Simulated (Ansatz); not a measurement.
# F4H3NTi: the cost of one run

Program: Ansatz 0.2.0. Level of theory: RKS PBE0-D4/def2-SVP. These are calculated values, not measurements.

### Step 1. Starting point

Bond lengths: Ti1–F2 2.180 Å, Ti1–F3 1.830 Å, Ti1–F4 1.829 Å, Ti1–F5 1.829 Å, Ti1–N6 2.360 Å, N6–H7 1.060 Å, N6–H8 1.060 Å, Ti1–H9 2.286 Å. Angles (14 of 18 angles, heavy atoms first): F2–Ti1–F3 109.4°, F2–Ti1–F4 109.5°, F2–Ti1–F5 109.5°, F2–Ti1–N6 71.6°, F3–Ti1–F4 109.5°, F3–Ti1–F5 109.5°, F3–Ti1–N6 178.9°, F4–Ti1–F5 109.5°, F4–Ti1–N6 70.0°, F5–Ti1–N6 70.0°, F2–Ti1–H9 34.5°, F3–Ti1–H9 144.0°, F4–Ti1–H9 90.4°, F5–Ti1–H9 90.4°.

As a file:

```xyz
9

Ti    0.0000    0.0000    0.0000
F     0.0000    0.0000    2.1800
F     1.7257    0.0000   -0.6094
F    -0.8619    1.4933   -0.6094
F    -0.8619   -1.4933   -0.6094
N    -2.2396    0.0000    0.7442
H    -2.9597   -0.6071    0.2579
H    -2.5255    0.6071    1.5647
H    -1.2957    0.0000    1.8836
```

### Step 2. A restrained relaxation towards end A

Springs on the bonds that form and break draw the guess towards this end; the thresholds are loose.

input.yaml

```yaml
crystal:
  periodic: [false, false, false]
  atoms:
    - { symbol: Ti, position_ang: [0.0, 0.0, 0.0] }
    - { symbol: F, position_ang: [0.0, 0.0, 2.18] }
    - { symbol: F, position_ang: [1.7257, 0.0, -0.6094] }
    - { symbol: F, position_ang: [-0.8619, 1.4933, -0.6094] }
    - { symbol: F, position_ang: [-0.8619, -1.4933, -0.6094] }
    - { symbol: "N", position_ang: [-2.2396, 0.0, 0.7442] }
    - { symbol: H, position_ang: [-2.9597, -0.6071, 0.2579] }
    - { symbol: H, position_ang: [-2.5255, 0.6071, 1.5647] }
    - { symbol: H, position_ang: [-1.2957, 0.0, 1.8836] }
basis:
  gaussian: { orbitals: def2-SVP }
hamiltonian:
  xc: pbe0
  dispersion: d4
relax:
  f_tol: 0.15
  max_steps: 25
  restrain:
    - { distance: [0, 5], at: 3.26, k: 30.0 }
    - { distance: [8, 1], at: 2.12, k: 30.0 }
    - { distance: [0, 1], at: 1.83, k: 30.0 }
    - { distance: [8, 5], at: 1.06, k: 30.0 }
```

On the command line:

```
ansatz run input.yaml --threads 4 --pin off --max-ram 5120MiB --backend cpu --events-out ev --progress --plain --runs-dir out
```

What time and memory should one allow on 4 threads of Arm Neoverse V1, shared host?

About 25 s, with a peak of 0.31 GiB.
